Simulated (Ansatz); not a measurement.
# SnH3OF (SMILES [OH][SnH2][F]) at RPA@PBE/def2-SVPD (core potential)

What is the energy change on altering one bond length of SnH3OF at RPA@PBE/def2-SVPD (core potential)? 

The results are computed with Ansatz 0.2.0.

73 further runs of the same task are left out: 73 set aside as unsound or not needed.

### Step 1. Starting point

SnH3OF: 6 atoms, total charge 0, spin state singlet. SMILES: `[OH][SnH2][F]`. The coordinates come from a PBE0-D4/def2-TZVP relaxation. This is one conformer, not always the lowest.

Bond lengths: O1–Sn2 1.948 Å, Sn2–F3 1.922 Å, O1–H4 0.960 Å, Sn2–H5 1.701 Å, Sn2–H6 1.692 Å. Angles: O1–Sn2–F3 105.3°, O1–Sn2–H5 111.8°, O1–Sn2–H6 106.0°, F3–Sn2–H5 104.3°, F3–Sn2–H6 107.5°, Sn2–O1–H4 114.0°, H5–Sn2–H6 120.8°.

### Step 2. A single-point energy at RPA@PBE/def2-SVPD (core potential)

Contents of run.yaml:

```yaml
crystal:
  periodic: [false, false, false]
  atoms:
    - {symbol: O, position_ang: [-1.414400, -0.333000, -0.425000]}
    - {symbol: Sn, position_ang: [0.302300, 0.255900, 0.283700]}
    - {symbol: F, position_ang: [1.409100, -1.315100, 0.302100]}
    - {symbol: H, position_ang: [-1.368600, -0.685700, -1.316700]}
    - {symbol: H, position_ang: [1.096100, 1.317100, -0.782100]}
    - {symbol: H, position_ang: [0.017500, 0.696700, 1.891900]}
basis:
  gaussian:
    orbitals: def2-SVPD
total_charge: 0
hamiltonian:
  xc: {name: PBE}
correlation:
  method: rpa
  frozen_orbitals: {F: 1, H: 0, O: 1, Sn: 4}
accuracy: high
```

Started as:

```sh
ansatz run run.yaml --threads 1 --pin off --max-ram 3480MiB --events-out events.jsonl --progress --plain --runs-dir runs
```

The program printed:

```text
Warning: RAYON_NUM_THREADS=1 ignored (pool sized by the plan → 1); use --threads N
Functional definition: PBE
  name "PBE"
  parameter kappa = 0.804
  parameter beta = 0.06672455060314922
  exchange = pbe_x(kappa = kappa, mu = beta*pi^2/3)
  correlation = pbe_c(beta = beta)
2210 factors; integrals over basis functions are off by at most 2.9e-9 eV
mean field evaluation 1: about -10627.0680 eV, gradient 7.3e1 eV
mean field evaluation 2: about -10627.0653 eV, gradient 7.3e1 eV
mean field evaluation 4: about -10635.3339 eV, gradient 1.9e1 eV
mean field evaluation 8: about -10636.5900 eV, gradient 5.1e-1 eV
mean field evaluation 16: about -10636.5887 eV, gradient 1.5e-4 eV
mean field evaluation 32: about -10576.7738 eV, gradient 5.8e1 eV
mean field -10636.58871567 eV, -390.8874255622 hartree, gradient 6.3e-8 eV, S^2 0.000000; 0 other end points of the search recorded, 0 dependent functions left out
6 core orbitals not correlated: weight in the atoms' cores, before any rotation towards them, 1.000 or more for the frozen orbitals, at most 0.000 for the correlated occupied ones
reference -10591.83106541 eV, -389.2426122529 hartree; 15, 15 occupied and 81, 81 virtual orbitals, 2210 factors
Total energy: -10614.24502333 eV, -390.0663100137 hartree
```

Wall time 16 s (1 thread of Arm Neoverse V1, shared host); peak memory 0.47 GiB.

### Step 3. The distorted shape at the same level

Contents of job.yaml:

```yaml
basis:
  gaussian:
    orbitals: def2-SVPD
crystal:
  periodic: [false, false, false]
  atoms:
    - {symbol: O, position_ang: [-1.186559, -0.685642, -1.711567]}
    - {symbol: Sn, position_ang: [0.530141, -0.096742, -1.002867]}
    - {symbol: F, position_ang: [1.636941, -1.667742, -0.984467]}
    - {symbol: H, position_ang: [-1.140759, -1.038342, -2.603267]}
    - {symbol: H, position_ang: [1.323941, 0.964458, -2.068667]}
    - {symbol: H, position_ang: [0.017500, 0.696700, 1.891900]}
total_charge: 0
hamiltonian:
  xc: pbe
correlation:
  method: rpa
  frozen_orbitals: {F: 1, H: 0, O: 1, Sn: 4}
accuracy: high
```

Started as:

```sh
ansatz run job.yaml --threads 1 --pin off --max-ram 3480MiB --events-out events.jsonl --progress --plain --runs-dir runs
```

The program printed (excerpt; [...] marks lines left out):

```text
Warning: RAYON_NUM_THREADS=1 ignored (pool sized by the plan → 1); use --threads N
Functional definition: PBE
  name "PBE"
[...]
2208 factors; integrals over basis functions are off by at most 3.3e-9 eV
[...]
mean field -10633.73282902 eV, -390.7824736635 hartree, gradient 2.7e-8 eV, S^2 0.000000; 0 other end points of the search recorded, 0 dependent functions left out; unrestricted orbitals would lower it
[...]
unrestricted determinant -10590.66861765 eV, -389.1998930855 hartree, S^2 0.8777
6 core orbitals not correlated: weight in the atoms' cores, before any rotation towards them, 1.000 or more for the frozen orbitals, at most 0.000 for the correlated occupied ones
reference -10587.66669162 eV, -389.0895743389 hartree; 15, 15 occupied and 81, 81 virtual orbitals, 2208 factors
Total energy: -10611.31816549 eV, -389.9587499719 hartree
```

It took 19 s on 1 thread of Arm Neoverse V1, shared host; peak memory 0.51 GiB.

### Step 4. Results

At RPA@PBE/def2-SVPD (core potential), 6 core orbitals frozen:

| quantity | value |
| --- | --- |
| first shape: total energy | -390.06631 Eh |
| first shape: RPA correlation energy (valence) | -823.7 mEh |
| distorted shape: total energy | -389.95875 Eh |
| distorted shape: RPA correlation energy (valence) | -869.2 mEh |
| energy change with the Sn2–H6 bond stretched from 1.692 to 3.045 Å | 2.927 eV |

In words: One bond (distorted shape) is far stretched, which a spin-restricted single reference describes badly; a broken-symmetry solution may lie lower. With the Sn2–H6 bond stretched from 1.692 to 3.045 Å the energy rises by 2.93 eV (67 kcal/mol). The first shape isn't relaxed at this level, so the change isn't measured from a minimum. A restricted reference can't describe the breaking bond well at this length. The restricted solution (distorted shape) is unstable to spin breaking: an unrestricted one lies lower.
